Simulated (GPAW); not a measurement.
Input of a GPAW 26.7.0 run:

The input run.py:

```python
from ase import Atoms
from ase.dft.bandgap import bandgap
from ase.io import write
from ase.units import GPa
from gpaw import GPAW, PW

atoms = Atoms(['Nb', 'Cu'],
              cell=[[0.0, 2.56221, 2.56221],
                    [2.56221, 0.0, 2.56221],
                    [2.56221, 2.56221, 0.0]],
              scaled_positions=[[0.0, 0.0, 0.0],
                                [0.5, 0.5, 0.5]],
              pbc=True)

calc = GPAW(mode=PW(600),
            xc='PBE',
            kpts={'size': (9, 9, 9), 'gamma': True},
            occupations={'name': 'fermi-dirac', 'width': 0.05},
            setups={'Nb': ':d,6.0'},
            nbands=24,
            convergence={'density': 1e-05, 'energy': 1e-05},
            maxiter=150,
            txt='gpaw.txt')
atoms.calc = calc
energy = atoms.get_potential_energy()
forces = atoms.get_forces()
stress = atoms.get_stress()
calc.write('gs.gpw')
write('result.traj', atoms)
print(f'Energy: {energy:.6f} eV')
print('Forces (eV/A):')
print(forces.round(4))
print('Stress (GPa):', (stress / GPa).round(3))
print('Fermi level:', round(calc.get_fermi_level(), 4), 'eV')
print(f'Gap: {bandgap(calc)[0]:.4f} eV, direct: {bandgap(calc, direct=True)[0]:.4f} eV')
```

Potentials or basis: GPAW PAW data sets (gpaw-data 1.2.1), pw.

Run with:

```bash
$ OMP_NUM_THREADS=1 python run.py
```

Task: What does it give for the pressure?

Result: 14.9 GPa.

Task: What does it give for the band gap on the k mesh?

Result: None (metal or under the smearing width).

Caveat: with this Cu data set, volumes or pressures lay over 1.5 % or 2 GPa off other programs in two to four cells of ten; U without spin polarisation on a metal has little footing; the U is typed as a test and isn't derived for this compound.
